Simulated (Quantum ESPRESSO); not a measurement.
A run of Quantum ESPRESSO 7.5 is set up as follows.

Contents of run.py:

```python
import numpy as np
from ase.calculators.espresso import Espresso, EspressoProfile
from ase.io import read

atoms = read('CsRu.cif')

input_data = {
    'control': {'calculation': 'scf', 'prefix': 'pwscf', 'outdir': './tmp', 'tprnfor': True, 'tstress': True, 'disk_io': 'nowf'},
    'system': {'ecutwfc': 60.0, 'ecutrho': 440.0, 'nbnd': 19, 'occupations': 'smearing', 'smearing': 'fd', 'degauss': 0.00367493},
    'electrons': {'conv_thr': 4e-10, 'electron_maxstep': 120, 'mixing_beta': 0.5},
}
pseudopotentials = {'Ru': 'Ru_ONCV_PBE-1.0.oncvpsp.upf', 'Cs': 'Cs_pbe_v1.uspp.F.UPF'}
profile = EspressoProfile(command='pw.x', pseudo_dir='pseudo')
dft = Espresso(profile=profile, input_data=input_data, pseudopotentials=pseudopotentials, kpts=(9, 9, 9), koffset=(0, 0, 0))
atoms.calc = dft

print(f'energy {atoms.get_potential_energy():.8f} eV')
print('forces (eV/A)')
print(np.round(atoms.get_forces(), 6))
print('stress (eV/A^3, Voigt)')
print(np.round(atoms.get_stress(), 8))
print(f'Fermi level {dft.get_fermi_level():.4f} eV')
```

CsRu.cif

```cif
data_CsRu
_cell_length_a 6.10043041
_cell_length_b 6.10043041
_cell_length_c 6.10043041
_cell_angle_alpha 34.26635353
_cell_angle_beta 34.26635353
_cell_angle_gamma 34.26635354
_space_group_name_H-M_alt 'P1'
_space_group_name_Hall 'P 1'
_space_group_IT_number 1
loop_
_space_group_symop_operation_xyz
'x,y,z'
loop_
_atom_site_label
_atom_site_type_symbol
_atom_site_symmetry_multiplicity
_atom_site_Wyckoff_symbol
_atom_site_fract_x
_atom_site_fract_y
_atom_site_fract_z
_atom_site_occupancy
Cs1 Cs 1 a 0.5000000000 0.5000000000 0.5000000000 1
Ru1 Ru 1 a 0.0000000000 0.0000000000 0.0000000000 1
```

Potentials or basis: SSSP 1.3 efficiency PBE.

Launch:

```sh
$ OMP_NUM_THREADS=1 python run.py
```

Task: What does it give for the band gap on the k mesh?

Result: None (metal or under the smearing width).

Task: Estimate the pressure.

Result: -4.7 GPa.

Stress tensor (GPa, compression positive):
```
-2.45  1.11  0.68
 1.11 -5.72  0.21
 0.68  0.21 -5.93
```

Spin-orbit coupling is left out, which matters for the levels of Cs.
